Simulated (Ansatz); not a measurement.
# SnH₃BrO₃: small, medium and large basis sets

Aim: see how fast density functionals converge with the basis set for SnH₃BrO₃.

The runs use Ansatz 0.2.0, Gaussian basis; one geometry, several basis sets.

Levels to be run: PBE0-D4/def2-SVP; ωB97M-V/def2-SVP; PBE0-D4/def2-QZVPP; ωB97M-V/def2-QZVPP; the functionals' def2-TZVPP values are taken from earlier runs.

### Step 1. The relaxed structure

An earlier PBE0-D4 in a triple-zeta def2 set relaxation fixed the geometry. Sn takes the def2 core potential; no spin-orbit term is included.

SMILES `[OH][Sn]([OH])([OH])[Br]`, 8 atoms, charge 0, spin multiplicity 1.

Atoms are counted from 1 here; the program's logs count them from 0.

Bond lengths: O1–Sn2 1.942 Å, O1–H6 0.961 Å, Sn2–O3 1.941 Å, Sn2–O4 1.935 Å, Sn2–Br5 2.452 Å, O3–H7 0.962 Å, O4–H8 0.962 Å. Angles: Sn2–O1–H6 112.8°, O1–Sn2–O3 107.8°, O1–Sn2–O4 112.6°, O1–Sn2–Br5 108.0°, O3–Sn2–O4 105.1°, O3–Sn2–Br5 114.2°, O4–Sn2–Br5 109.3°, Sn2–O3–H7 112.9°, Sn2–O4–H8 111.3°.

### Step 2. PBE0-D4 in def2-SVP

The input, in.yaml:

```yaml
crystal:
  periodic: [false, false, false]
  atoms:
    - {symbol: O, position_ang: [-0.766060, 1.055065, 1.264289]}
    - {symbol: Sn, position_ang: [-0.051245, 0.046632, -0.233550]}
    - {symbol: O, position_ang: [1.700558, -0.613152, 0.277872]}
    - {symbol: O, position_ang: [-1.091535, -1.536903, -0.627546]}
    - {symbol: Br, position_ang: [-0.036532, 1.516080, -2.196443]}
    - {symbol: H, position_ang: [-1.215495, 1.859804, 0.990847]}
    - {symbol: H, position_ang: [2.141989, -0.046303, 0.916887]}
    - {symbol: H, position_ang: [-0.589482, -2.338222, -0.448155]}
basis:
  gaussian: {orbitals: def2-SVP}
hamiltonian: {xc: pbe0, dispersion: d4}
output: {orbitals: {seedname: orbitals}}
```

Run with:

```sh
ansatz run in.yaml --threads 4 --pin off --events-out ev --progress --plain --max-ram 10444MiB
```

After this run come: ωB97M-V in def2-SVP; PBE0-D4 in def2-QZVPP; ωB97M-V in def2-QZVPP.

Before running them: what should the planned runs give, taken together? Wanted: PBE0-D4: double and triple zeta above quadruple; ωB97M-V: double and triple zeta above quadruple.

**Answer**, as computed:

| quantity | value |
| --- | --- |
| PBE0-D4: double and triple zeta above quadruple | 19.02, 1.89 eV |
| ωB97M-V: double and triple zeta above quadruple | 19.08, 1.82 eV |

What this shows: PBE0-D4 gains 17.13 eV from double to triple zeta, then 1.89 eV more. These are total energies; as a rule much of such shifts cancels in differences, which this series doesn't test.
